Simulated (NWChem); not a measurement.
# SiCl3 (SMILES Cl[Si](Cl)Cl): UHF/3-21G

Wanted: a structure relaxation of SiCl3. 

Program for the calculation: NWChem 7.3.0.

## 1. The structure to begin with

SiCl3: 4 atoms, total charge 0, spin state doublet. SMILES: `Cl[Si](Cl)Cl`. Geometry: relaxed at PBE0-D4/def2-TZVP. The run starts from this shape.

Bond lengths: Cl1–Si2 2.043 Å, Si2–Cl3 2.043 Å, Si2–Cl4 2.043 Å. Angles: Cl1–Si2–Cl3 109.4°, Cl1–Si2–Cl4 109.4°, Cl3–Si2–Cl4 109.4°.

## 2. A structure relaxation at UHF/3-21G

work.nw

```
start work
memory stack 880 mb heap 220 mb global 1100 mb

geometry
 Cl      -1.524800      -0.591600       1.030100
 Si       0.116100       0.389400       0.310600
 Cl       1.694700      -0.903800       0.219000
 Cl      -0.286000       1.105900      -1.559700
end

basis spherical bse
 * library 3-21G
end

scf
 nopen 1
 uhf
 thresh 1e-07
 maxiter 80
 print low
end

driver
 maxiter 60
end

freq
 temp 2 298.15 500
end

task scf optimize
task scf frequencies
```

Launch:

```
$ nwchem work.nw > work.out
```

What it wrote:

```text
[...]
 Group name             C3
[...]
  functions       =    52
[...]
  wavefunction    = UHF
[...]
         Total SCF energy =  -1659.365072482138
[...]
@    0   -1659.36507248  0.0D+00  0.04550  0.03223  0.00000  0.00000      1.1
[...]
         Total SCF energy =  -1659.374994040968
[...]
@    1   -1659.37776793 -1.3D-02  0.00744  0.00677  0.10248  0.19588      2.8
[...]
@    2   -1659.37881043 -1.0D-03  0.00177  0.00135  0.03819  0.11250      4.3
[...]
         Total SCF energy =  -1659.378845956423
[...]
@    3   -1659.37884596 -3.6D-05  0.00006  0.00004  0.00754  0.01407      5.6
[...]
         Total SCF energy =  -1659.378846010683
[...]
         Total SCF energy =  -1659.378846010683
[...]
                         UHF ENERGY GRADIENTS
    atom               coordinates                        gradient
                 x          y          z           x          y          z
   1 Cl     -3.711100  -0.998490  -0.299693   -0.000002  -0.000000  -0.000003
   2 Si      0.000000  -0.000000   1.077519    0.000000  -0.000000   0.000010
   3 Cl      2.720268  -2.714662  -0.299693    0.000001  -0.000001  -0.000003
   4 Cl      0.990833   3.713152  -0.299693    0.000000   0.000002  -0.000003
[...]
@    4   -1659.37884601 -5.4D-08  0.00001  0.00000  0.00033  0.00087      6.3
[...]
      Optimization converged
[...]
@    4   -1659.37884601 -5.4D-08  0.00001  0.00000  0.00033  0.00087      6.3
[...]
         Total SCF energy =  -1659.378846018807
      One electron energy =  -2904.074942222233
      Two electron energy =    939.548360572077
 Nuclear repulsion energy =    305.147735631349
                       Sz =      0.5000
                 Sz(Sz+1) =      0.7500
                      S^2 =      0.7575
[...]
 Zero-Point correction to Energy  =    2.873 kcal/mol  (  0.004578 au)
 Thermal correction to Energy     =    9.494 kcal/mol  (  0.015129 au)
 Thermal correction to Enthalpy   =   10.487 kcal/mol  (  0.016712 au)
 Total Entropy                    =   85.415 cal/mol-K
   - Translational                =   43.115 cal/mol-K (mol. weight = 132.8835)
   - Rotational                   =   27.772 cal/mol-K (symmetry #  =        3)
   - Vibrational                  =   14.529 cal/mol-K
 Cv (constant volume heat capacity) =   16.832 cal/mol-K
   - Translational                  =    2.979 cal/mol-K
   - Rotational                     =    2.979 cal/mol-K
   - Vibrational                    =   10.873 cal/mol-K
[...]
 Normal Eigenvalue ||           Projected Infra Red Intensities
  Mode   [cm**-1]  || [atomic units] [(debye/angs)**2] [(KM/mol)] [arbitrary]
 ------ ---------- || -------------- ----------------- ---------- -----------
    1       -0.000 ||    0.000765           0.018         0.746       0.213
    2       -0.000 ||    0.000010           0.000         0.009       0.003
    3       -0.000 ||    0.000001           0.000         0.001       0.000
    4       -0.000 ||    0.000753           0.017         0.734       0.209
    5        0.000 ||    0.000104           0.002         0.101       0.029
    6        0.000 ||    0.000607           0.014         0.591       0.169
    7      155.537 ||    0.007082           0.163         6.904       1.971
    8      155.538 ||    0.007082           0.163         6.904       1.971
    9      217.653 ||    0.026837           0.619        26.162       7.468
   10      419.135 ||    0.044780           1.033        43.653      12.461
   11      531.345 ||    0.171610           3.959       167.294      47.754
   12      531.347 ||    0.171610           3.959       167.294      47.754
 ----------------------------------------------------------------------------
[...]
```

Run time: 12 s. Hardware: 1 thread of AMD EPYC 7R43 (Zen 3), shared host; peak memory 0.1 GiB.

Step by step:

```csv
step,energy from the first frame kept (eV)
0,0.0000
1,-0.3455
2,-0.3738
3,-0.3748
4,-0.3748
```

After the run. Bond lengths: Cl1–Si2 2.160 Å, Si2–Cl3 2.160 Å, Si2–Cl4 2.160 Å. Angles: Cl1–Si2–Cl3 109.2°, Cl1–Si2–Cl4 109.2°, Cl3–Si2–Cl4 109.2°.

## 3. What came out

At UHF/3-21G:

```
                   quantity           value
    total energy at the end  -1659.37885 Eh
                       ⟨S²⟩           0.757
 lowest harmonic wavenumber        156 cm⁻¹
highest harmonic wavenumber        531 cm⁻¹
          zero-point energy     12.0 kJ/mol
```

What this shows: At the final geometry: Bond lengths: Cl1–Si2 2.160 Å, Si2–Cl3 2.160 Å, Si2–Cl4 2.160 Å. Angles: Cl1–Si2–Cl3 109.2°, Cl1–Si2–Cl4 109.2°, Cl3–Si2–Cl4 109.2°. All 6 modes are real, so the shape is a minimum at this level. The optimisation took 5 steps and changed the energy by -0.375 eV.
